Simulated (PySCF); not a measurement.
# CrF5O ([CrOF5]2-): the cost of one run

Computed with PySCF 2.14.0 and routines of our own; the level stands in each step. Atoms count from 0.

## 1. The starting structure

7 atoms, charge -2, states of the metal's open shell are computed; geometry from: model start, shaken.

## 2. Relaxing the molecule at PBE0-D3(BJ)/def2-SVP

What the job is given:

```
{"job": {"xc": "PBE0", "basis": "def2-SVP", "d3": "d3bj", "grid": 1, "maxiter": 45, "solvent": "water", "kind": "geom"}, "charge": -2, "metal": "Cr", "open_shell": "d1"}
Cr     0.000020     0.004480    -0.004110
O     -0.013360    -0.006820     1.635130
F      0.000900     0.020100    -1.797380
F      1.780690     0.007350     0.005350
F     -1.788420    -0.013960    -0.000440
F      0.010430     1.769840    -0.006860
F     -0.028520    -1.809340    -0.027630
```

Started as:

```bash
OMP_NUM_THREADS=1 python lf_run.py task.json out
```

This one command runs all jobs of the session in turn.

Q: Estimate the wall time and peak memory of this first job on 1 thread of Intel Xeon at 2.50GHz, shared host.

About 9.2 min, with a peak of 0.74 GiB.
